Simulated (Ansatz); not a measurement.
This script for Ansatz 0.2.0 through its Python package starts 6 runs on BrFHISi, SMILES F[SiH](Br)I. What input does the engine get in each?

The script, `brfhisi_field.py`:
```python
import logging
import sys

import ansatz as az
import numpy as np

logging.basicConfig(stream=sys.stdout, format="%(levelname)s %(message)s")
log = logging.getLogger("run")
log.setLevel(logging.INFO)


def main() -> None:
    geometry_ang = [
        ("F", [0.6076, 0.5428, -1.4762]),
        ("Si", [0.0433, 0.1683, -0.0285]),
        ("Br", [1.5419, -1.0956, 0.9314]),
        ("I", [-1.9656, -1.0756, -0.235]),
        ("H", [-0.1773, 1.3864, 0.7669]),
    ]
    mol = az.Crystal.molecule()
    for symbol, xyz in geometry_ang:
        mol = mol.atom(symbol, xyz)

    base = mol.calculation().basis(gaussian="def2-SVPD").functional("HF").forces()
    centre = np.mean([site.position_ang for site in mol.cartesian_sites], axis=0)
    field = 2 * 14.399645 * 4.0 / 25.0 ** 2


    def dipole(axis, sign):
        arm = 25.0 * np.eye(3)[axis]
        pair = [{"charge": sign * 4.0, "position_ang": (centre - arm).tolist()}, {"charge": -sign * 4.0, "position_ang": (centre + arm).tolist()}]
        deck = base.input().set(az.key.basis.gaussian.point_charges, pair)
        return np.array(az.Session.from_dict(deck).plan().execute().report["charge_distribution"]["dipole_moment_e_ang"])


    log.info(f"field {field:.4f} V/A")
    alpha = np.array([(dipole(axis, 1) - dipole(axis, -1)) / (2 * field) * 14.399645 for axis in range(3)])
    log.info("polarisability tensor (A^3)")
    print(np.array2string(alpha, precision=3, suppress_small=True))
    log.info(f"mean {np.trace(alpha) / 3:.3f} A^3 = {np.trace(alpha) / 3 / 0.14818471:.2f} bohr^3")


if __name__ == "__main__":
    main()
```

Run 1:
```yaml
crystal:
  periodic: [false, false, false]
  atoms:
    - { symbol: F, position_ang: [0.6076, 0.5428, -1.4762] }
    - { symbol: Si, position_ang: [0.0433, 0.1683, -0.0285] }
    - { symbol: Br, position_ang: [1.5419, -1.0956, 0.9314] }
    - { symbol: I, position_ang: [-1.9656, -1.0756, -0.235] }
    - { symbol: H, position_ang: [-0.1773, 1.3864, 0.7669] }
basis:
  gaussian:
    orbitals: def2-SVPD
    point_charges:
      - { charge: 4.0, position_ang: [-24.99002, -0.01473999999999993, -0.008279999999999977] }
      - { charge: -4.0, position_ang: [25.00998, -0.01473999999999993, -0.008279999999999977] }
hamiltonian:
  xc: hf
output:
  forces: true
```

Run 2, against run 1:
```diff
-      - { charge: 4.0, position_ang: [-24.99002, -0.01473999999999993, -0.008279999999999977] }
-      - { charge: -4.0, position_ang: [25.00998, -0.01473999999999993, -0.008279999999999977] }
+      - { charge: -4.0, position_ang: [-24.99002, -0.01473999999999993, -0.008279999999999977] }
+      - { charge: 4.0, position_ang: [25.00998, -0.01473999999999993, -0.008279999999999977] }
```

Run 3, against run 1:
```diff
-      - { charge: 4.0, position_ang: [-24.99002, -0.01473999999999993, -0.008279999999999977] }
-      - { charge: -4.0, position_ang: [25.00998, -0.01473999999999993, -0.008279999999999977] }
+      - { charge: 4.0, position_ang: [0.009980000000000011, -25.01474, -0.008279999999999977] }
+      - { charge: -4.0, position_ang: [0.009980000000000011, 24.98526, -0.008279999999999977] }
```

Run 4, against run 1:
```diff
-      - { charge: 4.0, position_ang: [-24.99002, -0.01473999999999993, -0.008279999999999977] }
-      - { charge: -4.0, position_ang: [25.00998, -0.01473999999999993, -0.008279999999999977] }
+      - { charge: -4.0, position_ang: [0.009980000000000011, -25.01474, -0.008279999999999977] }
+      - { charge: 4.0, position_ang: [0.009980000000000011, 24.98526, -0.008279999999999977] }
```

Run 5, against run 1:
```diff
-      - { charge: 4.0, position_ang: [-24.99002, -0.01473999999999993, -0.008279999999999977] }
-      - { charge: -4.0, position_ang: [25.00998, -0.01473999999999993, -0.008279999999999977] }
+      - { charge: 4.0, position_ang: [0.009980000000000011, -0.01473999999999993, -25.00828] }
+      - { charge: -4.0, position_ang: [0.009980000000000011, -0.01473999999999993, 24.99172] }
```

Run 6, against run 1:
```diff
-      - { charge: 4.0, position_ang: [-24.99002, -0.01473999999999993, -0.008279999999999977] }
-      - { charge: -4.0, position_ang: [25.00998, -0.01473999999999993, -0.008279999999999977] }
+      - { charge: -4.0, position_ang: [0.009980000000000011, -0.01473999999999993, -25.00828] }
+      - { charge: 4.0, position_ang: [0.009980000000000011, -0.01473999999999993, 24.99172] }
```

```console
$ python brfhisi_field.py
INFO field 0.1843 V/A
INFO polarisability tensor (A^3)
[[13.243  0.36   1.215]
 [ 0.355 10.251 -0.1  ]
 [ 1.192 -0.105  9.477]]
INFO mean 10.991 A^3 = 74.17 bohr^3
```

Reading the output:
- These settings explore the input space; basis and method may be short of convergence.
- The geometry is a force-field or estimated start, not a minimum of this method, and the basis set is short of its limit. The field of two point charges is only nearly even.
- def2 sets replace the cores of elements past krypton by effective core potentials.
- Timing: 20 s on 1 thread of Intel(R) Xeon(R) 6975P-C (Granite Rapids) (shared host), peak memory 0.42 GiB.

(Lines on the test bed's own set-up are left out of the output.)
